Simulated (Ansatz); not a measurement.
ScNb under changes of volume

One of the cells (20.641 Å³/atom); the others are scaled copies at fixed shape and fractional positions:

```
Nb Sc
1.0
     3.06564    0.00000    0.00000
    -1.53282    2.65493    0.00000
     0.00000    0.00000    5.07219
Nb Sc
1 1
Direct
  0.33333 0.66667 0.50000
  0.00000 0.00000 0.00000
```

The cell comes from a database or a generator and needn't be the stable form of this composition.

* Program: Ansatz 0.2.0
* Functional: PBE
* Potentials or basis: PseudoDojo stringent (PBE files)
* Cutoff: 1116 eV
* Density cutoff: 4463 eV
* k mesh: 10 × 10 × 5
* Occupations: fermi-dirac, width 0.05 eV
* Spin: no spin polarisation

```csv
volume (Å³/atom),energy over the lowest point (meV/atom),pressure (GPa)
19.403,?,?
19.816,10.64,4.3
20.229,2.46,2.0
20.641,0.00,-0.1
21.054,2.79,-2.0
21.467,10.39,-3.8
21.880,22.37,-5.4
```

Problem. What does the run at 19.403 Å³/atom give?

Solution. Energy over the lowest point 25.03 meV/atom; pressure 6.8 GPa.

Worked out: A Birch-Murnaghan fit of order 3 (a polynomial in V^(-2/3)) to the other rows has its minimum at 20.62 Å³/atom with B0 = V·E''(V) = 102 GPa and B' = 3.4 at fixed shape and positions, which overstates the stiffness. It gives 25.11 meV/atom at 19.403 Å³/atom, against the run's 25.03, and -dE/dV = 6.9 GPa, against 6.8.

Energies are extrapolated to zero smearing.
